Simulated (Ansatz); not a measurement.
# YZnSi: one contact scaled

How do energy and force answer when the Zn2–Si3 bond of YZnSi is squeezed or stretched? Methods of the runs shown: PAW. Its runs: shortest bond scaled by 1 (PAW); shortest bond scaled by 0.88 (PAW); shortest bond scaled by 0.82 (PAW); shortest bond scaled by 0.7 (PAW); shortest bond scaled by 0.58 (PAW and PAW (source ansatz)).

Method: DFT r²SCAN, with the methods named in each step, in Ansatz 0.2.0.

2 further runs of the same task are left out: 2 that didn't finish. Runs told in other sessions of the task aren't counted.

## Step 1: The structure to begin with

Symmetry: P-6m2, No. 187, hexagonal system. Conventional cell: a = 4.082 Å, b = 4.082 Å, c = 4.072 Å, α = 90.00°, β = 90.00°, γ = 120.00°. Y (site symmetry -6m2) is surrounded by 6 Zn at 3.11 Å and 6 Si at 3.11 Å. Zn (site symmetry -6m2) is surrounded by 3 Si at 2.36 Å. Si (site symmetry -6m2) has 3 Zn at 2.36 Å and 6 Y at 3.11 Å in its first shell of neighbours.

As a file:

```
CELL_PARAMETERS angstrom
4.08180 0.00000 0.00000
-2.04090 3.53495 0.00000
0.00000 0.00000 4.07151
ATOMIC_POSITIONS crystal
Y 0.00000 0.00000 0.00000
Zn 0.33333 0.66667 0.50000
Si 0.66667 0.33333 0.50000
```

Atoms are numbered in the order of the input: Y1, Zn2, Si3.

## Step 2: Shortest bond scaled by 1, PAW

input.yaml

```yaml
crystal:
  lattice:
    - [4.0818030464, 0.0, 0.0]
    - [-2.0409015232, 3.5349451314, 0.0]
    - [0.0, 0.0, 4.07150644]
  atoms:
    - { symbol: "Y", position: [0.0, 0.0, 0.0] }
    - { symbol: Zn, position: [0.3333333333, 0.6666666667, 0.5] }
    - { symbol: Si, position: [0.6666666667, 0.3333333333, 0.5] }
kpoints:
  mp_grid: { grid: [9, 9, 8] }
scf:
  occupations: { method: fermi_dirac, width: 0.05 }
hamiltonian:
  xc: r2scan
  pseudopotentials: { kind: paw }
output:
  forces: true
  stress: true
  eigenvalues: true
  efg: { contact_densities: true }
  populations: true
```

Command:

```console
ansatz run input.yaml --threads 1 --pin off --max-ram 3072MiB --backend cpu --events-out ev --progress --plain --runs-dir out
```

## Step 3: Shortest bond scaled by 0.88, PAW

input.yaml, as its differences from that of step 2:

```diff
@@ -7,4 +7,4 @@
     - { symbol: "Y", position: [0.0, 0.0, 0.0] }
-    - { symbol: Zn, position: [0.3333333333, 0.6666666667, 0.5] }
-    - { symbol: Si, position: [0.6666666667, 0.3333333333, 0.5] }
+    - { symbol: Zn, position: [0.2933333333, 0.6466666667, 0.5] }
+    - { symbol: Si, position: [0.7066666667, 0.3533333333, 0.5] }
 kpoints:
```

## Step 4: Shortest bond scaled by 0.82, PAW

input.yaml, as its differences from that of step 3:

```diff
@@ -7,4 +7,4 @@
     - { symbol: "Y", position: [0.0, 0.0, 0.0] }
-    - { symbol: Zn, position: [0.2933333333, 0.6466666667, 0.5] }
-    - { symbol: Si, position: [0.7066666667, 0.3533333333, 0.5] }
+    - { symbol: Zn, position: [0.2733333333, 0.6366666667, 0.5] }
+    - { symbol: Si, position: [0.7266666667, 0.3633333333, 0.5] }
 kpoints:
@@ -22 +22,5 @@
   populations: true
+  write_density: true
+  write_potential: true
+  elf: true
+  volumetric_format: npy
```

## Step 5: Shortest bond scaled by 0.7, PAW

input.yaml

```yaml
crystal:
  lattice:
    - [4.0818030464, 0.0, 0.0]
    - [-2.0409015232, 3.5349451314, 0.0]
    - [0.0, 0.0, 4.07150644]
  atoms:
    - { symbol: "Y", position: [0.0, 0.0, 0.0] }
    - { symbol: Zn, position: [0.2333333333, 0.6166666667, 0.5] }
    - { symbol: Si, position: [0.7666666667, 0.3833333333, 0.5] }
kpoints:
  mp_grid: { grid: [9, 9, 8] }
scf:
  occupations: { method: fermi_dirac, width: 0.05 }
hamiltonian:
  xc: r2scan
  pseudopotentials: { kind: paw }
output:
  forces: true
  stress: true
  eigenvalues: true
  efg: { contact_densities: true }
  populations: true
```

## Step 6: Shortest bond scaled by 0.58, PAW

input.yaml, as its differences from that of step 5:

```diff
@@ -7,4 +7,4 @@
     - { symbol: "Y", position: [0.0, 0.0, 0.0] }
-    - { symbol: Zn, position: [0.2333333333, 0.6166666667, 0.5] }
-    - { symbol: Si, position: [0.7666666667, 0.3833333333, 0.5] }
+    - { symbol: Zn, position: [0.1933333333, 0.5966666667, 0.5] }
+    - { symbol: Si, position: [0.8066666667, 0.4033333333, 0.5] }
 kpoints:
```

## Step 7: Shortest bond scaled by 0.58, PAW (source ansatz)

input.yaml, as its differences from that of step 6:

```diff
@@ -15,3 +15,3 @@
   xc: r2scan
-  pseudopotentials: { kind: paw }
+  pseudopotentials: { kind: paw, source: ansatz }
 output:
@@ -20,3 +20 @@
   eigenvalues: true
-  efg: { contact_densities: true }
-  populations: true
```

(Steps that only read results are left out.)

Before running it: what results should come out?

The runs gave:

| quantity | value |
| --- | --- |
| force along the bond, positive apart, at 1.367 Å (PAW) | 54.63 eV/Å |
| force along the bond, positive apart, at 1.367 Å (PAW (source ansatz)) | 57.27 eV/Å |

What this shows: At 1.37 Å the force along the bond is 54.63 eV/Å by PAW, and the energy stands 15.24 eV over the given length.
